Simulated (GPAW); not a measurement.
# GaCuSe2 (I-42d) in GPAW: further runs

One crystal, GaCuSe2, is run at these levels: PBEsol, TB-mBJ; tasks: band structure, single point.

All numbers are computed with GPAW 26.7.0; they aren't measurements. Logs are shortened: lines on timing, memory, paths and dates and some standing lists are left out, and cuts for length are marked. The log counts tension as positive stress, the text compression.

**What was measured.**

From “Growth and anisotropy of transport properties of CuGaSe2 single crystals”, 2018, pmc:6251020, for a bulk crystal of GaCuSe2: band gap 1.7 eV.

The runs below are set against these values where they give the same quantity.

## Step 1: The crystal as given

It takes space group I-42d (No. 122, tetragonal). Conventional cell: a = 5.619 Å, b = 5.619 Å, c = 11.026 Å, α = 90.00°, β = 90.00°, γ = 90.00°. Se (site symmetry 2) is surrounded by 2 Ga at 2.42 Å and 2 Cu at 2.42 Å. Ga (site symmetry -4) has 4 Se at 2.42 Å as nearest neighbours. Cu (site symmetry -4) has 4 Se at 2.42 Å as nearest neighbours.

## Step 2: Band structure, PBEsol

The input, run.py:

```python
from ase import Atoms
from ase.dft.bandgap import bandgap
from ase.io import write
from ase.units import GPa
from gpaw import GPAW, PW, setup_paths

setup_paths.insert(0, '.')

atoms = Atoms(['Se', 'Se', 'Se', 'Se', 'Ga', 'Ga', 'Cu', 'Cu'],
              cell=[[-2.80955, 2.80955, 5.513],
                    [2.80955, -2.80955, 5.513],
                    [2.80955, 2.80955, -5.513]],
              scaled_positions=[[0.12562, 0.625, 0.00062],
                                [0.875, 0.87438, 0.49938],
                                [0.62438, 0.125, 0.99938],
                                [0.375, 0.37562, 0.50062],
                                [0.25, 0.75, 0.5],
                                [0.5, 0.5, 0.0],
                                [0.75, 0.25, 0.5],
                                [0.0, 0.0, 0.0]],
              pbc=True)

calc = GPAW(mode=PW(600),
            xc='PBEsol',
            kpts={'size': (5, 5, 5), 'gamma': True},
            occupations={'name': 'fermi-dirac', 'width': 0.05},
            nbands=48,
            convergence={'density': 1e-05, 'energy': 1e-05},
            maxiter=150,
            txt='gpaw.txt')
atoms.calc = calc
energy = atoms.get_potential_energy()
forces = atoms.get_forces()
stress = atoms.get_stress()
calc.write('gs.gpw')
write('result.traj', atoms)
print(f'Energy: {energy:.6f} eV')
print('Forces (eV/A):')
print(forces.round(4))
print('Stress (GPa):', (stress / GPa).round(3))
print('Fermi level:', round(calc.get_fermi_level(), 4), 'eV')
print(f'Gap: {bandgap(calc)[0]:.4f} eV, direct: {bandgap(calc, direct=True)[0]:.4f} eV')

path = atoms.cell.bandpath('GXYSGZS1NPY1Z,XP', npoints=60, eps=1e-4)
bs_calc = calc.fixed_density(kpts=path, symmetry='off', nbands=78,
                             convergence={'bands': 'CBM+6.0', 'eigenstates': 1e-6}, txt='bands.txt')
bs = bs_calc.band_structure()
bs.write('bs.json')
print(f'Gap on the path: {bandgap(bs_calc)[0]:.4f} eV')
```

Potentials or basis: PAW data sets generated in the run's folder for this functional, pw.

The run is started by

```console
gpaw-setup -f PBEsol Cu Ga Se
OMP_NUM_THREADS=1 python run.py
```

gpaw.txt:

```text
__  _  _
 | _ |_)|_||  |
 |__||  | ||/\| - 26.7.0

Input parameters:
  mode=PW(ecut=600.0),
  convergence={'density': 1e-05, 'energy': 1e-05},
  kpts=MonkhorstPack(size=(5, 5, 5), gamma=True),
  maxiter=150,
  nbands=48,
  occupations=Occupations(name='fermi-dirac', width=0.05),
  xc=XC(name='PBEsol')

Diagonalizing LCAO Hamiltonian
Converting LCAO to pw mode

            Se

        Ga

          Cu
           Se  Ga
             Se

              Se
        Cu

Atoms  # Å, Bohr magnetons
|   | symbol |         x |         y |         z |    initial magnetic moments |
|---|--------|-----------|-----------|-----------|-----------------------------|
| 0 |     Se |  1.404775 | -1.401291 |  4.134750 | ( 0.0000,  0.0000,  0.0000) |
| 1 |     Se |  1.401291 |  1.404775 |  6.891250 | ( 0.0000,  0.0000,  0.0000) |
| 2 |     Se |  1.404775 |  4.210841 | -1.378250 | ( 0.0000,  0.0000,  0.0000) |
| 3 |     Se |  1.408259 |  1.404775 |  1.378250 | ( 0.0000,  0.0000,  0.0000) |
| 4 |     Ga |  2.809550 |  0.000000 |  2.756500 | ( 0.0000,  0.0000,  0.0000) |
| 5 |     Ga |  0.000000 |  0.000000 |  5.513000 | ( 0.0000,  0.0000,  0.0000) |
| 6 |     Cu | -0.000000 |  2.809550 |  2.756500 | ( 0.0000,  0.0000,  0.0000) |
| 7 |     Cu |  0.000000 |  0.000000 |  0.000000 | ( 0.0000,  0.0000,  0.0000) |

Unit cell  # Å
| periodic |         x |         y |         z |  lengths |     angles |
|----------|-----------|-----------|-----------|----------|------------|
|      yes | -2.809550 |  2.809550 |  5.513000 | 6.795610 | 131.158269 |
|      yes |  2.809550 | -2.809550 |  5.513000 | 6.795610 | 131.158269 |
|      yes |  2.809550 |  2.809550 | -5.513000 | 6.795610 |  71.561743 |

Number of symmetries: 4
Symmetry operations  # r_c * U_cc + t_c -> r_c
|   | kind |            matrix            |
|---|------|------------------------------|
| 0 |  E   |  1, 0, 0,  0, 1, 0,  0, 0, 1 |
| 1 |  C2  |  0, 1, 0,  1, 0, 0, -1,-1,-1 |
| 2 |  S4  |  0, 0, 1, -1,-1,-1,  0, 1, 0 |
| 3 |  S4  | -1,-1,-1,  0, 0, 1,  1, 0, 0 |

BZ-sampling:
  Number of BZ points: 125
  Number of IBZ points: 21

  Monkhorst-Pack size: [5, 5, 5]
  Monkhorst-Pack shift: [0, 0, 0]

K-points  # in reciprocal-cell coordinates
|     |                                coordinates |     weight |
|-----|--------------------------------------------|------------|
|   0 | (  0.00000000,   0.00000000,   0.00000000) | 0.00800000 |
|   1 | (  0.20000000,  -0.20000000,   0.00000000) | 0.03200000 |
|   2 | (  0.20000000,  -0.20000000,   0.20000000) | 0.03200000 |
|   3 | (  0.20000000,   0.00000000,   0.00000000) | 0.06400000 |
|   4 | (  0.20000000,   0.20000000,  -0.20000000) | 0.01600000 |
|   5 | (  0.40000000,  -0.40000000,  -0.20000000) | 0.03200000 |
|   6 | (  0.40000000,  -0.40000000,   0.00000000) | 0.03200000 |
|   7 | (  0.40000000,  -0.40000000,   0.20000000) | 0.03200000 |
|   8 | (  0.40000000,  -0.40000000,   0.40000000) | 0.03200000 |
|   9 | (  0.40000000,  -0.20000000,  -0.20000000) | 0.06400000 |
| ... |                                            |            |
|  20 | (  0.40000000,   0.40000000,   0.40000000) | 0.06400000 |

Plane wave coefficients: 5839
Cutoff: 600.0 eV

Spin-components: 1 (collinear spins)
Bands:           48
Projectors:      42
Spin-degeneracy: 2
Datatype:        complex128

Parallelization:
  kpt:    1
  domain: 1
  band:   1

Density:
  Valence electrons: 52.0
  Components: 1
  Grid points: [40 40 40]
  Charge: 0.0  # |e|

Potential:
  Grid points: [40 40 40]

species:
  Se:
    name:    Selenium
    Z:       34.0
    valence: 6
    core:    28
    charge:  0.0  # [|e|]
    compensation charges:
      type: gauss
      rc: 0.27  # [Å]
      lmax: 2
    cutoffs:
      filter: 1.77  # [Å]
      core: 2.67  # [Å]
    projectors
    | kind |    occ | energy [eV] | rcut [Å] |
    |------|--------|-------------|----------|
    |   4s |  2.000 |     -17.281 |    0.847 |
    |   4p |  4.000 |      -6.511 |    1.005 |
    |    s |        |       9.930 |    0.847 |
    |    p |        |      20.700 |    1.005 |
    |    d |        |       0.000 |    0.847 |

    Using partial waves for Se as LCAO basis

  Ga:
    name:    Gallium
    Z:       31.0
    valence: 3
    core:    28
    charge:  0.0  # [|e|]
    compensation charges:
      type: gauss
      rc: 0.37  # [Å]
      lmax: 2
    cutoffs:
      filter: 2.06  # [Å]
      core: 4.17  # [Å]
    projectors
    | kind |    occ | energy [eV] | rcut [Å] |
    |------|--------|-------------|----------|
    |   4s |  2.000 |      -8.959 |    1.164 |
    |   4p |  1.000 |      -2.572 |    1.164 |
    |    s |        |      18.252 |    1.164 |
    |    p |        |      24.640 |    1.164 |
    |    d |        |       0.000 |    1.164 |

    Using partial waves for Ga as LCAO basis

  Cu:
    name:    Copper
    Z:       29.0
    valence: 11
    core:    18
    charge:  0.0  # [|e|]
    compensation charges:
      type: gauss
      rc: 0.33  # [Å]
      lmax: 2
    cutoffs:
      filter: 2.06  # [Å]
      core: 2.43  # [Å]
    projectors
    | kind |    occ | energy [eV] | rcut [Å] |
    |------|--------|-------------|----------|
    |   4s |  1.000 |      -4.607 |    1.164 |
    |   4p |  0.000 |      -0.637 |    1.164 |
    |   3d | 10.000 |      -5.060 |    1.058 |
    |    s |        |      22.604 |    1.164 |
    |    p |        |      26.574 |    1.164 |
    |    d |        |      22.151 |    1.058 |

    Using partial waves for Cu as LCAO basis

Reference energy: -459891.158188  # eV

eigensolver:
  PPCG
  Converge bands: occupied
  niter=2

density mixing:
  MSR1-Mixer
  Pratt-step length: 0.05
  Maximum mixing coefficient: 0.75
  Old densities: 10
  SVD Regularization: 0.005
  Good broyden scale: 1.0
  Trust region scale: 1.0
  Backstep threshold: 4.0
  History deletion threshold: 6.0
  Fourier metric: weight=20.0, sigma=0.015

occupation numbers:
  Fermi-Dirac:
    width: 0.0500  # eV

poisson solver:
  ecut: 4800.0  # eV

xc functional:
  name: PBEsol with 2 nearest neighbor stencil

convergence criteria:
- Maximum integral of absolute [dens]ity change: 1e-05 electrons / valence electron
- Maximum [total energy] change in last 3 cyles: 1e-05 eV / valence electron
- Maximum integral of absolute [eigenst]ate change: 4e-08 eV^2 / valence electron
maximum number of iterations: 150

SCF iterations
|iter     | |      energy | eigst |  dens |
|---------|-|-------------|-------|-------|
|iter:   1| |  -35.538164 | +0.38 |       |
|iter:   2| |  -34.982228 | -1.65 | -1.07 |
|iter:   3| |  -34.228594 | -1.38 | -1.13 |
|iter:   4| |  -34.170142 | -2.68 | -1.44 |
|iter:   5| |  -34.142099 | -3.00 | -1.62 |
|iter:   6| |  -34.139583 | -3.81 | -2.06 |
|iter:   7| |  -34.139635 | -4.68 | -2.92 |
|iter:   8| |  -34.139512c| -5.09 | -3.23 |
|iter:   9| |  -34.139516c| -6.22 | -3.42 |
|iter:  10| |  -34.139521c| -6.97 | -3.84 |
|iter:  11| |  -34.139521c| -8.06c| -4.57 |
|iter:  12| |  -34.139520c| -8.28c| -4.98 |
|iter:  13| |  -34.139520c| -8.69c| -5.79c|

Converged in 13 steps
Energy contributions relative to reference atoms: (reference = -459891.158188)

Energy contributions:
  Kinetic:          44.655317
  Coulomb:         -43.323299
  Zero:              0.049402
  External:          0.000000
  Xc:              -35.520493
  Entropy:          -0.000894
  Spinorbit:         0.000000
  ----------------------------
  Free energy:     -34.139967
  Extrapolated:    -34.139520

dipole moment: (-12.715216, -13.708975, 2.222897)  # |e|*Ang

Fermi level: 5.322
Eigenvalues  # (at kpt = [0.000, 0.000, 0.000])
| band index |      eig [eV] | occ [0-2] |
|------------|---------------|-----------|
|          0 |        -9.405 |     2.000 |
|        ... |               |           |
|         18 |         3.228 |     2.000 |
|         19 |         3.505 |     2.000 |
|         20 |         3.549 |     2.000 |
|         21 |         3.549 |     2.000 |
|         22 |         3.651 |     2.000 |
|         23 |         5.084 |     1.983 |
[... 8 lines left out ...]
|         32 |         9.978 |     0.000 |
|         33 |         9.984 |     0.000 |
|        ... |               |           |
|         47 |        15.989 |     0.000 |

Gap: 0.193 eV
Transition (v -> c):
  (s=0, k=0, n=25, [0.00, 0.00, 0.00]) -> (s=0, k=0, n=26, [0.00, 0.00, 0.00])
No difference between direct/indirect transitions

Forces  # eV/Ang
|        x |        y |        z |
|----------|----------|----------|
|  0.00002 | -0.47873 | -0.00003 |  # Se   0
|  0.47873 |  0.00002 |  0.00003 |  # Se   1
| -0.00002 |  0.47873 | -0.00003 |  # Se   2
| -0.47873 | -0.00002 |  0.00003 |  # Se   3
|  0.00000 |  0.00000 |  0.00000 |  # Ga   4
|  0.00000 |  0.00000 |  0.00000 |  # Ga   5
|  0.00000 |  0.00000 |  0.00000 |  # Cu   6
|  0.00000 |  0.00000 |  0.00000 |  # Cu   7

Stress tensor  # eV/Ang^3
|         x |         y |         z |
|-----------|-----------|-----------|
| -0.000320 |  0.000000 |  0.000000 |
|  0.000000 | -0.000320 |  0.000000 |
|  0.000000 |  0.000000 | -0.001595 |

# Writing to gs.gpw (mode='')
```

It took 9.5 min on 1 thread of Arm Neoverse V2, shared host; peak memory 0.98 GiB.

Results:

```yaml
Free_energy: -34.1400 eV
Pressure: 0.1 GPa
Largest_force: 0.479 eV/Å
Band_gap_on_the_k_mesh: 0.19 eV, direct
Band_gap_along_the_path: 0.19 eV, direct
```

Forces on the atoms (eV/Å):
```
Se   0.000 -0.479  0.000
Se   0.479  0.000  0.000
Se   0.000  0.479  0.000
Se  -0.479  0.000  0.000
Ga   0.000  0.000  0.000
Ga   0.000  0.000  0.000
Cu   0.000  0.000  0.000
Cu   0.000  0.000  0.000
```

Levels at the corners of the path, in eV from the valence-band top:
| point | band 22 | band 23 | band 24 | band 25 | band 26 | band 27 | band 28 | band 29 | band 30 | band 31 |
| --- | --- | --- | --- | --- | --- | --- | --- | --- | --- | --- |
| Γ | -1.66 | -1.56 | -0.13 | -0.13 | 0.00 | 0.19 | 1.82 | 2.25 | 3.97 | 3.97 |
| X | -1.37 | -0.83 | -0.83 | -0.50 | -0.50 | 1.17 | 1.17 | 3.29 | 3.29 | 4.66 |
| Y | -1.43 | -0.86 | -0.86 | -0.71 | -0.71 | 1.46 | 1.46 | 3.82 | 3.82 | 3.98 |
| S | -1.62 | -1.43 | -1.22 | -0.75 | -0.56 | 1.96 | 2.42 | 2.46 | 3.40 | 4.29 |
| Γ | -1.66 | -1.56 | -0.13 | -0.13 | 0.00 | 0.19 | 1.82 | 2.25 | 3.97 | 3.97 |
| Z | -1.26 | -1.25 | -1.25 | -0.92 | -0.92 | 1.86 | 1.86 | 1.88 | 1.88 | 2.89 |
| S1 | -1.62 | -1.43 | -1.22 | -0.75 | -0.56 | 1.96 | 2.42 | 2.46 | 3.40 | 4.29 |
| N | -1.39 | -1.36 | -1.25 | -1.12 | -0.57 | 2.21 | 2.59 | 3.18 | 4.11 | 4.12 |
| P | -1.37 | -0.86 | -0.86 | -0.69 | -0.69 | 1.63 | 1.63 | 3.00 | 3.00 | 4.48 |
| Y1 | -1.43 | -0.86 | -0.86 | -0.71 | -0.71 | 1.46 | 1.46 | 3.82 | 3.82 | 3.98 |
| Z | -1.26 | -1.25 | -1.25 | -0.92 | -0.92 | 1.86 | 1.86 | 1.88 | 1.88 | 2.89 |
| X | -1.37 | -0.83 | -0.83 | -0.50 | -0.50 | 1.17 | 1.17 | 3.29 | 3.29 | 4.66 |
| P | -1.37 | -0.86 | -0.86 | -0.69 | -0.69 | 1.63 | 1.63 | 3.00 | 3.00 | 4.48 |

Caveat: with this Cu data set, volumes or pressures lay over 1.5 % or 2 GPa off other programs in two to four cells of ten.

## Step 3: Single point, TB-mBJ

The input, run.py:

```python
from ase import Atoms
from ase.dft.bandgap import bandgap
from ase.io import write
from gpaw import GPAW, PW

atoms = Atoms(['Se', 'Se', 'Se', 'Se', 'Ga', 'Ga', 'Cu', 'Cu'],
              cell=[[-2.80955, 2.80955, 5.513],
                    [2.80955, -2.80955, 5.513],
                    [2.80955, 2.80955, -5.513]],
              scaled_positions=[[0.12562, 0.625, 0.00062],
                                [0.875, 0.87438, 0.49938],
                                [0.62438, 0.125, 0.99938],
                                [0.375, 0.37562, 0.50062],
                                [0.25, 0.75, 0.5],
                                [0.5, 0.5, 0.0],
                                [0.75, 0.25, 0.5],
                                [0.0, 0.0, 0.0]],
              pbc=True)

calc = GPAW(mode=PW(600),
            xc='TB09',
            kpts={'size': (6, 6, 6), 'gamma': True},
            occupations={'name': 'fermi-dirac', 'width': 0.05},
            nbands=48,
            convergence={'density': 1e-05, 'energy': 1e-05},
            eigensolver='cg',
            maxiter=150,
            txt='gpaw.txt')
atoms.calc = calc
energy = atoms.get_potential_energy()
calc.write('gs.gpw')
write('result.traj', atoms)
print('Fermi level:', round(calc.get_fermi_level(), 4), 'eV')
print(f'Gap: {bandgap(calc)[0]:.4f} eV, direct: {bandgap(calc, direct=True)[0]:.4f} eV')
```

Potentials or basis: GPAW PAW data sets for LDA (gpaw-data 1.2.1), pw.

The run is started by

```console
OMP_NUM_THREADS=1 python run.py
```

Run time: 20 min. Hardware: 1 thread of Arm Neoverse V2, shared host; peak memory 0.66 GiB.

The run converged. Its results:

```
Band gap on the k mesh : 1.12 eV, direct
```

Levels at points of the mesh, in eV from the valence-band top:
```csv
k point,band 24,band 25,band 26,band 27,band 28,band 29
"(0.00, 0.00, 0.00)",-0.12,-0.12,0.00,1.12,2.38,2.69
"(0.50, 0.00, 0.50)",-0.96,-0.86,-0.41,2.61,2.97,3.65
"(0.50, 0.50, 0.00)",-0.64,-0.38,-0.38,1.77,1.77,3.93
"(0.50, 0.50, 0.50)",-0.93,-0.73,-0.73,2.24,2.24,2.42
```

Caveat: a model potential gives levels but no total energy; the PAW data sets were made with another functional, which shifts forces and pressure a little.

## Step 4: Comparison with measurements

Step 2. Against the measured gap of GaCuSe2, 1.7 eV (“Growth and anisotropy of transport properties of CuGaSe2 single crystals”, 2018, pmc:6251020), the calculated 0.19 eV is off by -1.51 eV. So large a miss can be the level of theory's own, or it may mean another phase, state or a wrong row. 2 values of this kind are on record in papers (1.7 to 1.72 eV); this one was drawn at random among those near their median. Spin-orbit coupling on Ga, Se is left out. The value is that of PBEsol, without temperature or zero-point motion. Semilocal functionals fall short of measured gaps as a rule.

Step 3. A measured gap of GaCuSe2 is 1.7 eV (“Growth and anisotropy of transport properties of CuGaSe2 single crystals”, 2018, pmc:6251020); the calculated 1.12 eV misses it by -0.58 eV. 2 values of this kind are on record in papers (1.7 to 1.72 eV); this one was drawn at random among those near their median. Spin-orbit coupling on Ga, Se is left out. The value is that of TB-mBJ, without temperature or zero-point motion.
